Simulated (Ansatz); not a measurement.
# C2H9NOSi: the cost of one run

All numbers below are computed with Ansatz 0.2.0 (RKS PBE0-D4/6-31G).

## (1) The starting structure

Bond lengths: Si1–O2 1.680 Å, O2–H3 1.010 Å, Si1–N4 1.820 Å, N4–C5 1.470 Å, C5–H6 1.110 Å, C5–H7 1.110 Å, C5–H8 1.110 Å, N4–C9 1.470 Å, C9–H10 1.110 Å, C9–H11 1.110 Å, C9–H12 1.110 Å, Si1–H13 1.459 Å, Si1–H14 1.459 Å. Angles (14 of 22 angles, heavy atoms first): O2–Si1–N4 109.5°, Si1–N4–C5 120.0°, Si1–N4–C9 120.0°, C5–N4–C9 120.0°, Si1–O2–H3 109.5°, O2–Si1–H13 109.5°, O2–Si1–H14 109.5°, N4–Si1–H13 109.5°, N4–Si1–H14 109.5°, N4–C5–H6 109.5°, N4–C5–H7 109.5°, N4–C5–H8 109.5°, N4–C9–H10 109.5°, N4–C9–H11 109.5°.

Structure file:

```xyz
14

Si    0.0000    0.0000    0.0000
O     0.0000    0.0000    1.6800
H    -0.9095   -0.2814    2.0171
N     1.7163    0.0000   -0.6061
C     2.4072   -1.2730   -0.8567
H     1.7433   -1.9470   -1.4373
H     3.3364   -1.0830   -1.4334
H     2.6645   -1.7518    0.1112
C     2.4114    1.2730   -0.8449
H     3.0382    1.1875   -1.7570
H     1.6647    2.0824   -0.9844
H     3.0569    1.5118    0.0259
H    -0.6877    1.1914   -0.4862
H    -0.6877   -1.1914   -0.4862
```

## (2) Relaxing the start

Input file input.yaml:

```yaml
crystal:
  periodic: [false, false, false]
  atoms:
    - { symbol: Si, position_ang: [0.0, 0.0, 0.0] }
    - { symbol: O, position_ang: [0.0, 0.0, 1.68] }
    - { symbol: H, position_ang: [-0.9095, -0.2814, 2.0171] }
    - { symbol: "N", position_ang: [1.7163, 0.0, -0.6061] }
    - { symbol: C, position_ang: [2.4072, -1.273, -0.8567] }
    - { symbol: H, position_ang: [1.7433, -1.947, -1.4373] }
    - { symbol: H, position_ang: [3.3364, -1.083, -1.4334] }
    - { symbol: H, position_ang: [2.6645, -1.7518, 0.1112] }
    - { symbol: C, position_ang: [2.4114, 1.273, -0.8449] }
    - { symbol: H, position_ang: [3.0382, 1.1875, -1.757] }
    - { symbol: H, position_ang: [1.6647, 2.0824, -0.9844] }
    - { symbol: H, position_ang: [3.0569, 1.5118, 0.0259] }
    - { symbol: H, position_ang: [-0.6877, 1.1914, -0.4862] }
    - { symbol: H, position_ang: [-0.6877, -1.1914, -0.4862] }
basis:
  gaussian: { orbitals: "6-31G" }
hamiltonian:
  xc: pbe0
  dispersion: d4
relax:
  f_tol: 0.02
  max_steps: 40
```

On the command line:

```sh
> ansatz run input.yaml --threads 1 --pin off --max-ram 2048MiB --backend cpu --events-out ev --progress --plain --runs-dir out
```

What time and memory should one allow on 1 thread of AMD EPYC 7R43 (Zen 3), shared host?

About 73 s, with a peak of 0.18 GiB.
